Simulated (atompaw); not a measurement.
# A PAW (atompaw) potential for O, from input to tests

Task: generate the file, and judge it by its logarithmic derivatives, its ghosts and its cutoff.

Program: atompaw 4.2.0.5. Reference atom: PBE, scalar-relativistic, spherical and spin-unpolarised. All values are calculated.

5 further runs of the same task are left out: 2 that didn't finish, 3 set aside as unsound or not needed.

## 1. Starting point

The settings as typed:

```
element                 : oxygen (O, Z = 8)
type                    : PAW
frozen core             : [He]
valence charge          : 6
reference configuration : 2s2 2p4
partial waves           : 2s (bound): rc 0.65 bohr; 2s channel at -1.85 Ry: rc 0.65 bohr; 2p (bound): rc 1.15 bohr; 2p channel at -0.15 Ry: rc 1.15 bohr; 3d channel at -0.1 Ry: rc 0.85 bohr; 3d channel at 0.65 Ry: rc 1.15 bohr
local potential         : ultrasoft scheme with l = 3 at 0 Ry, radius 0.95 bohr
core correction         : smooth core density matched at 1.05 bohr
augmentation charge     : sinc compensation charge, radius 0.90 bohr; PAW radius 1.15 bohr; waves and projectors: custom rrkj vanderbiltortho
```

The outer shells as boxes (Hund's rule for the drawing; the calculation is spin-unpolarised):

```
[He] core
2s [↑↓]
2p [↑↓][↑ ][↑ ]
```

An earlier all-electron run gives the scale for the radii.

All-electron outer shells of the reference configuration (PBE, scalar-relativistic, ld1.x):

```csv
shell,level (eV),outermost node (bohr),outermost maximum (bohr)
1s,-514.70,–,0.13
2s,-23.96,0.28,0.87
2p,-9.03,–,0.82
```

## 2. Generating the potential

Contents of O.input:

```
O 8
GGA-PBE scalarrelativistic loggrid 1500 logderivrange -4 5 226
2 2 0 0 0 0
2 1 4
0 0 0
c
v
v
2
1.15 0.90 0.95 1.05
y
-1.85
n
y
-0.15
n
y
-0.1
y
0.65
n
custom rrkj vanderbiltortho sinc
3 0 ultrasoft
0.65
0.65
1.15
1.15
0.85
1.15
PWSCFOUT
UPFDX 0.0125d0 UPFXMIN -7.d0 UPFZMESH 8.d0
END
```

Run with:

```bash
atompaw < O.input > O.log
```

Q: Predict the outcome of this session. Wanted: cutoffs for 10 and 1 mRy, occupied levels; bound ghosts; largest phase difference near zero energy, channels read; lowest eigenvalue of the overlap; share of valence orbitals outside the PAW sphere; UPF file.

As calculated:

```
                                                quantity             value
               cutoffs for 10 and 1 mRy, occupied levels  80 Ry and 110 Ry
                                            bound ghosts        none found
largest phase difference near zero energy, channels read         0.000 rad
         lowest eigenvalue of the overlap (Bessel basis)         0.060 (d)
        share of valence orbitals outside the PAW sphere  2s 42 %, 2p 47 %
                                                UPF file           written
```

**Reading.** The potential is hard: the looser tolerance needs 80 Ry. The slowest occupied level is 2s: taken alone it needs 100 Ry to come within 1 mRy, against 55 Ry for 2p. No bound ghost shows below the valence levels. Near zero energy the phases of the channels with partial waves agree within 0.001 rad. The pseudo curves have a pole with no partner nearby in the atom's: d at 1.98 Ry. At positive energy that is a spurious or a displaced resonance. All of this concerns the isolated atom, not yet a solid.
